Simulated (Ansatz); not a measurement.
# NaF (Villiaumite): how the settings move a single-point run

Question: which choices in the input matter for NaF (Villiaumite)?

Computed with Ansatz 0.2.0 (reference: DFT, PBEsol, all-electron LAPW, scalar-relativistic; levels and slopes on a fine mesh, independent-particle optical spectra, unless a step's input says otherwise).

1 further run of the same task is left out (it didn't finish).

## 1. The starting structure

Symmetry: Fm-3m, No. 225, cubic system. Conventional cell: a = 4.630 Å, b = 4.630 Å, c = 4.630 Å, α = 90.00°, β = 90.00°, γ = 90.00°. Around Na (site symmetry m-3m) lie 6 F at 2.32 Å. F (site symmetry m-3m) has 6 Na at 2.32 Å as nearest neighbours.

Structure file:

```cif
data_structure
_symmetry_space_group_name_H-M 'Fm-3m'
_symmetry_Int_Tables_number 225
_cell_length_a 4.6302
_cell_length_b 4.6302
_cell_length_c 4.6302
_cell_angle_alpha 90.000
_cell_angle_beta 90.000
_cell_angle_gamma 90.000
_cell_volume 99.27
loop_
_atom_site_label
_atom_site_type_symbol
_atom_site_symmetry_multiplicity
_atom_site_Wyckoff_symbol
_atom_site_fract_x
_atom_site_fract_y
_atom_site_fract_z
_atom_site_occupancy
Na1 Na 4 a 0.00000 0.00000 0.00000 1
F1 F 4 b 0.50000 0.00000 0.00000 1
```

## 2. Baseline

The input, input.yaml:

```yaml
crystal:
  lattice:
    - [0.0, 2.31509813362, 2.31509813362]
    - [2.31509813362, 0.0, 2.31509813362]
    - [2.31509813362, 2.31509813362, 0.0]
  atoms:
    - { symbol: Na, position: [0.0, 0.0, 0.0] }
    - { symbol: F, position: [0.5, 0.5, 0.5] }
kpoints:
  mp_grid: { grid: [10, 10, 10] }
scf:
  occupations: { method: fixed }
hamiltonian:
  xc: pbesol
  pseudopotentials: { kind: all_electron, lapw: { basis_error: 0.001 } }
output:
  forces: true
  stress: true
  eigenvalues: true
  eigenstates:
    nscf_kmesh: { grid: [14, 14, 14] }
    de_dk: true
    e_range: [-9, 16.19474611074]
  optics:
    e_range: [0, 20]
    de: 0.2
    sigma: 0.1
    bands: { spectra_wanted_up_to: 20 }
    nscf_kmesh: { grid: [14, 14, 14] }
checkpoint:
  write: ck
  write_wavefunctions: false
```

On the command line:

```bash
$ ansatz run input.yaml --threads 1 --pin off --max-ram 3072MiB --backend cpu --events-out ev --progress --plain --runs-dir out
```

## 3. Variant: dispersion d3bjatm

input.yaml, as its differences from that of step 2:

```diff
@@ -15,2 +15,3 @@
   pseudopotentials: { kind: all_electron, lapw: { basis_error: 0.001 } }
+  dispersion: d3bjatm
 output:
```

**Question.** What will these runs give? Wanted: for each run, ending; energy change; pressure; gap; force.

**Answer**, as computed:

```csv
run,ending,energy change,pressure (GPa),gap (eV),force (eV/Å),cycles,time
reference,converged,0,0.0,6.18,0.00,-,14 s
1: dispersion d3bjatm,converged,-149.4 meV/atom (offset of the dispersion model),-1.9,6.18,0.00,9,15 s
```

Residual by cycle in the longest SCF loop of each run; runs are numbered as in the table. The quantity is the density residual dr2, in eV.

```csv
cycle,reference,run 1
1,0.75,0.75
2,0.00352,0.00352
3,0.0344,0.0344
4,5.4e-5,5.4e-5
5,8.1e-6,8.1e-6
6,3.8e-6,3.8e-6
7,1.2e-8,1.2e-8
8,4.5e-12,4.5e-12
9,1.7e-14,1.7e-14
```

**Reading.** Changing the dispersion term moves the energy by -149.4 meV/atom, and the pressure goes from 0.0 to -1.9 GPa. The dispersion term adds attraction between atoms and pulls the pressure down.

The gaps are Kohn-Sham values of a semilocal functional, not quasiparticle or optical gaps. Such gaps usually fall short of the measured ones.
